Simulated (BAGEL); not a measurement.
**CH6Ge (GeMeH3): HF/def2-TZVP (density fitting with qzvpp-jkfit)**

What is the energy change on altering one bond length of CH6Ge (GeMeH3) at HF/def2-TZVP (density fitting with qzvpp-jkfit)? 

The results are computed with BAGEL 1.2.2.

5 further runs of the same task are left out: 4 that didn't finish, 1 set aside as unsound or not needed.

### Step 1. The molecule

CH6Ge has 8 atoms, charge 0, and is taken as a singlet. As SMILES, `[H][Ge]([H])([H])[CH3]`. Geometry: a GFN2-xTB relaxation, a rough one for these elements and not checked as a minimum.

Bond lengths: Ge1–C2 1.959 Å, C2–H3 1.087 Å, C2–H4 1.087 Å, C2–H5 1.087 Å, Ge1–H6 1.494 Å, Ge1–H7 1.494 Å, Ge1–H8 1.494 Å. Some angles: Ge1–C2–H3 110.7°, Ge1–C2–H4 110.8°, Ge1–C2–H5 110.7°, C2–Ge1–H6 111.5°, C2–Ge1–H7 111.4°, C2–Ge1–H8 111.5°, H3–C2–H4 108.1°, H3–C2–H5 108.2°, H4–C2–H5 108.2°, H6–Ge1–H7 107.4°.

### Step 2. A single-point energy at HF/def2-TZVP (density fitting with qzvpp-jkfit)

input.json reads:

```json
{ "bagel" : [

{
  "title" : "molecule",
  "basis" : "def2-tzvp.json",
  "df_basis" : "qzvpp-jkfit",
  "angstrom" : true,
  "geometry" : [
    { "atom" : "Ge", "xyz" : [   -0.001790,    0.003060,   -0.918760 ] },
    { "atom" : "C", "xyz" : [    0.002110,   -0.003460,    1.039910 ] },
    { "atom" : "H", "xyz" : [   -1.012610,    0.042810,    1.427220 ] },
    { "atom" : "H", "xyz" : [    0.551360,    0.851350,    1.426950 ] },
    { "atom" : "H", "xyz" : [    0.469820,   -0.908130,    1.420480 ] },
    { "atom" : "H", "xyz" : [    1.387410,   -0.023360,   -1.468660 ] },
    { "atom" : "H", "xyz" : [   -0.674200,    1.223080,   -1.459350 ] },
    { "atom" : "H", "xyz" : [   -0.722100,   -1.185340,   -1.467790 ] }
  ]
},
{ "title" : "hf" },
{ "title" : "print", "file" : "orbitals.molden", "orbitals" : true }

]}
```

The basis set def2-TZVP is read from a file made from the Basis Set Exchange's data (not shown).

The run is started by

```console
$ BAGEL_NUM_THREADS=1 BAGEL input.json > input.out
```

Output:

```text
* using 1 threads per process

  ===============================================================
  ===============================================================

  *** Geometry ***

  { "atom" : "Ge", "xyz" : [     -0.003383,      0.005783,     -1.736205 ] },
  { "atom" : "C", "xyz" : [      0.003987,     -0.006538,      1.965145 ] },
  { "atom" : "H", "xyz" : [     -1.913556,      0.080899,      2.697055 ] },
  { "atom" : "H", "xyz" : [      1.041919,      1.608818,      2.696545 ] },
  { "atom" : "H", "xyz" : [      0.887831,     -1.716117,      2.684318 ] },
  { "atom" : "H", "xyz" : [      2.621825,     -0.044144,     -2.775365 ] },
  { "atom" : "H", "xyz" : [     -1.274053,      2.311286,     -2.757772 ] },
  { "atom" : "H", "xyz" : [     -1.364571,     -2.239968,     -2.773721 ] },

  Number of auxiliary basis functions:      449

  Since a DF basis is specified, we compute 2- and 3-index integrals:
    o Being stored without compression. Storage requirement is 0.048 GB

  Number of basis functions:      115
  Number of electrons      :       44

    * METHOD: MOLECULE                             0.24

  *** RHF ***

  === Nuclear Repulsion ===
   120.8322872398

      * DIIS with orbital gradients will be used.

  === RHF iteration (def2-tzvp.json) ===
      0      -2116.62381149          0.01569864           0.09
      1      -2116.71272673          0.00695618           0.09
      2      -2116.73266364          0.00142462           0.09
      3      -2116.73384089          0.00023337           0.09
      4      -2116.73387157          0.00009694           0.09
      5      -2116.73387731          0.00002093           0.09
      6      -2116.73387761          0.00000436           0.09
      7      -2116.73387763          0.00000081           0.09
      8      -2116.73387763          0.00000013           0.09
      9      -2116.73387763          0.00000005           0.09
     10      -2116.73387763          0.00000002           0.09
     11      -2116.73387763          0.00000000           0.09
    * SCF iteration converged.

    * Permanent dipole moment:
           (   -0.000608,     0.000862,    -0.269723) a.u.

    * METHOD: HF                                   1.34

    * METHOD: PRINT                                0.02

  ===============================================================
```

Wall time 1.8 s (1 thread of Arm Neoverse V2, shared host); peak memory 0.15 GiB.

### Step 3. The distorted shape, same level

calc.json reads:

```json
{ "bagel": [

{
  "title": "molecule",
  "basis": "def2-tzvp.json",
  "df_basis": "qzvpp-jkfit",
  "angstrom": "true",
  "geometry": [
    { "atom": "Ge", "xyz": [    0.805112,   -1.460982,   -0.270044 ] },
    { "atom": "C", "xyz": [    0.809012,   -1.467502,    1.688626 ] },
    { "atom": "H", "xyz": [   -0.205708,   -1.421232,    2.075936 ] },
    { "atom": "H", "xyz": [    1.358262,   -0.612692,    2.075666 ] },
    { "atom": "H", "xyz": [    1.276722,   -2.372172,    2.069196 ] },
    { "atom": "H", "xyz": [    2.194312,   -1.487402,   -0.819944 ] },
    { "atom": "H", "xyz": [   -0.674200,    1.223080,   -1.459350 ] },
    { "atom": "H", "xyz": [    0.084802,   -2.649382,   -0.819074 ] }
  ]
},
{ "title": "hf" },
{ "title": "print", "file": "orbitals.molden", "orbitals": "true" }

]}
```

The basis set def2-TZVP is read from a file made from the Basis Set Exchange's data (not shown).

The run is started by

```console
$ BAGEL_NUM_THREADS=1 BAGEL calc.json > calc.out
```

Output:

```text
* using 1 threads per process

  ===============================================================
  ===============================================================

  *** Geometry ***

  { "atom" : "Ge", "xyz" : [      1.521441,     -2.760856,     -0.510309 ] },
  { "atom" : "C", "xyz" : [      1.528811,     -2.773177,      3.191041 ] },
  { "atom" : "H", "xyz" : [     -0.388732,     -2.685739,      3.922950 ] },
  { "atom" : "H", "xyz" : [      2.566743,     -1.157820,      3.922440 ] },
  { "atom" : "H", "xyz" : [      2.412655,     -4.482755,      3.910214 ] },
  { "atom" : "H", "xyz" : [      4.146649,     -2.810782,     -1.549470 ] },
  { "atom" : "H", "xyz" : [     -1.274053,      2.311286,     -2.757772 ] },
  { "atom" : "H", "xyz" : [      0.160253,     -5.006606,     -1.547826 ] },

  Number of auxiliary basis functions:      449

  Since a DF basis is specified, we compute 2- and 3-index integrals:
    o Being stored without compression. Storage requirement is 0.048 GB

  Number of basis functions:      115
  Number of electrons      :       44

    * METHOD: MOLECULE                             0.23

  *** RHF ***

  === Nuclear Repulsion ===
   113.9483927440

      * DIIS with orbital gradients will be used.

  === RHF iteration (def2-tzvp.json) ===
      0      -2116.42563283          0.01558530           0.08
      1      -2116.53096481          0.00720294           0.07
      2      -2116.55531872          0.00146268           0.08
      3      -2116.55668970          0.00055778           0.08
      4      -2116.55687240          0.00010773           0.08
      5      -2116.55688380          0.00003009           0.08
      6      -2116.55688475          0.00001410           0.08
      7      -2116.55688494          0.00000286           0.08
      8      -2116.55688495          0.00000090           0.08
      9      -2116.55688495          0.00000024           0.08
     10      -2116.55688495          0.00000008           0.07
     11      -2116.55688495          0.00000002           0.07
     12      -2116.55688495          0.00000001           0.07
    * SCF iteration converged.

    * Permanent dipole moment:
           (   -0.831092,     1.508714,    -1.081276) a.u.

    * METHOD: HF                                   1.23

    * METHOD: PRINT                                0.02

  ===============================================================
```

Wall time 1.6 s (1 thread of Arm Neoverse V2, shared host); peak memory 0.15 GiB.

### Step 4. Outcome

At HF/def2-TZVP (density fitting with qzvpp-jkfit):

```
                                                          quantity           value
                                         first shape: total energy  -2116.73388 Eh
                                        first shape: dipole moment          0.69 D
                                          first shape: HOMO energy       -11.98 eV
                                          first shape: LUMO energy         3.46 eV
                                        first shape: HOMO–LUMO gap        15.44 eV
                                     distorted shape: total energy  -2116.55688 Eh
                                    distorted shape: dipole moment          5.17 D
                                      distorted shape: HOMO energy        -7.70 eV
                                      distorted shape: LUMO energy        -0.60 eV
                                    distorted shape: HOMO–LUMO gap         7.10 eV
energy change with the Ge1–H7 bond stretched from 1.494 to 3.287 Å        4.816 eV
```

**Reading.** One bond (distorted shape) is far stretched, which a spin-restricted single reference describes badly; a broken-symmetry solution may lie lower. With the Ge1–H7 bond stretched from 1.494 to 3.287 Å the energy rises by 4.82 eV (465 kJ/mol). The first shape isn't relaxed at this level, so the change isn't measured from a minimum. A restricted reference can't describe the breaking bond well at this length.
